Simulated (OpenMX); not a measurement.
Runs of OpenMX 3.8.5 on MnS. It takes space group Fm-3m (No. 225, cubic). The conventional cell has a = 5.224 Å, b = 5.224 Å, c = 5.224 Å, α = 90.00°, β = 90.00°, γ = 90.00°. Mn (site symmetry m-3m) has 6 S at 2.61 Å as nearest neighbours. S (site symmetry m-3m) has 6 Mn at 2.61 Å as nearest neighbours. 

```csv
level,gap on the mesh (eV),pressure (GPa),moment (μB)
PBE+D3,none,(a),4.72
PBE+D3(BJ),none,-6.1,4.72
PBE+D4,none,-5.7,4.72
PBE,none,-2.4,4.72
```

Alike in all rows: task single point; potentials or basis OpenMX 2013 PBE set, Mn6.0-s3p2d2, S7.0-s2p2d1f1, grid cutoff 400 Ry; spin collinear, ferromagnetic start; cell as given; k mesh 7 × 7 × 7; smearing fermi-dirac 0.05 eV.

Problem. Estimate the missing entries.

Solution. (a) -4.0.

Caveats: the basis of atomic orbitals isn't converged, which shifts pressures, moduli and gaps; a cell with one magnetic atom can't hold antiferromagnetic order, which such compounds often take; semilocal functionals often make such compounds metallic where correlation or magnetic order opens a gap, which also shifts bond lengths; pairwise dispersion overbinds metals, which lowers pressure and volume (some runs).

A gap of «none» marks a metal or a gap under the smearing width.
